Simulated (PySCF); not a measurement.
# C4H7FSeSi: the cost of one run

Programs: PySCF 2.14.0, with density-fitted response routines of our own. Each step states its level of theory. These are calculated values for one molecule in the gas phase, unless marked as measured. Atoms count from 0, in the outputs and in this text.

### Step 1. The starting structure

14 atoms, charge 0, multiplicity 1; geometry from: GFN2-xTB.

Bonds of the start (Å): C0–C1 1.20, C1–Si2 1.85, Si2–F3 1.60, Si2–Se4 2.27, Se4–C5 1.98, C5–C6 1.51, C0–H7 1.05, Si2–H8 1.46, C5–H9 1.09, C5–H10 1.09, C6–H11 1.09, C6–H12 1.09, C6–H13 1.09.

### Step 2. Ultraviolet spectrum: CAM-B3LYP/def2-SVPD

Job settings and geometry (Å):

```
{"job": {"kind": "uv", "xc": "CAM-B3LYP", "basis": "def2-SVPD", "nstates": 8, "ntriplets": 3}, "charge": 0, "multiplicity": 1}
C      2.440495     1.476350    -0.356783
C      2.069684     0.423057     0.088898
Si     1.421680    -1.152783     0.807474
F      2.544510    -1.708086     1.810343
Se    -0.434057    -0.861400     2.081066
C     -1.725986    -0.551633     0.610837
C     -1.536751     0.786278    -0.073974
H      2.786669     2.389176    -0.749824
H      1.246808    -2.174111    -0.214504
H     -2.707410    -0.612648     1.082962
H     -1.621656    -1.380958    -0.090103
H     -2.306695     0.921592    -0.831948
H     -0.561507     0.847541    -0.553489
H     -1.616462     1.597153     0.646903
```

Method: TDDFT CAM-B3LYP/def2-SVPD, vertical, gas phase, core orbitals frozen in the response.

Started as:

```console
> OMP_NUM_THREADS=1 python probes_run.py task.json out
```

One launch serves the whole session: the jobs run in the order shown.

Q: Estimate the wall time and peak memory of this job on 1 thread of Arm Neoverse V2, shared host.

About 60 s, with a peak of 1 GiB.
